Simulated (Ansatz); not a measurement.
# CS2: the cost of one run

All numbers below are computed with Ansatz 0.2.0 (DFT PBE, plane waves, PAW, scalar-relativistic, no spin polarisation).

### Step 1. Starting point

The cell holds 24 atoms (C8S16): a = 10.132 Å, b = 10.132 Å, c = 10.132 Å, α = 90.00°, β = 90.00°, γ = 90.00°.

The coordinates stand in the first input below.

### Step 2. Relaxing the start

The input, input.yaml:

```yaml
accuracy: low
crystal:
  lattice:
    - [10.131594, 0.0, 0.0]
    - [0.0, 10.131594, 0.0]
    - [0.0, 0.0, 10.131594]
  atoms:
    - { symbol: S, position: [0.2140612, 0.0414302, 0.6642243] }
    - { symbol: C, position: [0.1504724, 0.0790254, 0.5290024] }
    - { symbol: S, position: [0.0868836, 0.1166206, 0.3937805] }
    - { symbol: S, position: [0.599735, 0.2974521, 0.3343817] }
    - { symbol: C, position: [0.6359057, 0.4440699, 0.3037749] }
    - { symbol: S, position: [0.6720764, 0.5906878, 0.2731682] }
    - { symbol: S, position: [0.3074578, 1.1077958, 0.1404158] }
    - { symbol: C, position: [0.278722, 0.9731423, 0.2095863] }
    - { symbol: S, position: [0.2499861, 0.8384887, 0.2787569] }
    - { symbol: S, position: [0.5367291, 0.379688, 0.7881741] }
    - { symbol: C, position: [0.6531, 0.2838138, 0.7564274] }
    - { symbol: S, position: [0.7694709, 0.1879397, 0.7246806] }
    - { symbol: S, position: [0.8521162, 0.7250343, 0.9378337] }
    - { symbol: C, position: [0.8146214, 0.7185075, 0.7885239] }
    - { symbol: S, position: [0.7771265, 0.7119807, 0.639214] }
    - { symbol: S, position: [0.1372167, 0.3118548, 0.8898356] }
    - { symbol: C, position: [0.1483622, 0.4466244, 0.8159789] }
    - { symbol: S, position: [0.1595077, 0.5813941, 0.7421222] }
    - { symbol: S, position: [0.0893364, 0.5606824, 0.2835876] }
    - { symbol: C, position: [0.2343035, 0.5510658, 0.2322655] }
    - { symbol: S, position: [0.3792706, 0.5414492, 0.1809434] }
    - { symbol: S, position: [0.6135189, 0.1506296, 0.0456005] }
    - { symbol: C, position: [0.6682198, 0.0212974, 0.1090267] }
    - { symbol: S, position: [0.7229207, -0.1080348, 0.1724528] }
basis:
  ecutwfc: 420.0
kpoints:
  mp_grid: { grid: [1, 1, 1] }
hamiltonian:
  xc: pbe
scf:
  occupations: { method: fermi_dirac, width: 0.02 }
  lower_state_search: "off"
relax:
  f_tol: 0.3
  max_steps: 15
  adjacent_minimum: "off"
```

Launch:

```sh
$ ansatz run input.yaml --threads 1 --pin off --max-ram 3072MiB --backend cpu --events-out ev --progress --plain --runs-dir out
```

Q: Estimate wall time and peak memory on 1 thread of Arm Neoverse V1, shared host.

About 70 s, with a peak of 0.71 GiB.
